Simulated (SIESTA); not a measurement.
Crystal: ScTaN.

```
Ta Sc N
1.0
     3.08507    0.00000    0.00000
    -1.54253    2.67175    0.00000
     0.00000    0.00000   10.34014
Ta Sc N
2 2 2
Direct
  0.33333 0.66667 0.24563
  0.66667 0.33333 0.75437
  0.00000 0.00000 0.00000
  0.00000 0.00000 0.50000
  0.33333 0.66667 0.62984
  0.66667 0.33333 0.37016
```

The cell comes from a database or a generator and needn't be the stable form of this composition.

Base run:

| Quantity | Value |
| --- | --- |
| Program | SIESTA 5.4.2 |
| Functional | PBE |
| Potentials or basis | PseudoDojo 0.4 standard (PBE files) |
| Basis | DZP (energy shift 0.003 Ry; two zetas on semicore shells) |
| Grid cutoff | 800 Ry |
| Energy shift | 0.003 Ry |
| k mesh | 10 × 10 × 3 |
| Occupations | fermi-dirac, width 0.05 eV |
| Spin | no spin polarisation |

Its results: band gap on the k mesh none (metal or under the smearing width); pressure 0.9 GPa; largest force 0.313 eV/Å.

Q: The run is repeated on the same cell with these changes: functional from PBE to PBEsol; potentials or basis from PseudoDojo 0.4 standard (PBE files) to PseudoDojo 0.4 standard (PBEsol files). What comes out?

A: Band gap on the k mesh none (metal or under the smearing width); pressure -5.2 GPa; largest force 0.075 eV/Å.

Caveats: short orbitals over semicore shells can move pressures by several GPa; the basis of atomic orbitals isn't converged, which shifts pressures, moduli and gaps; spin-orbit coupling is left out, which moves the levels of the heavy elements (some runs).
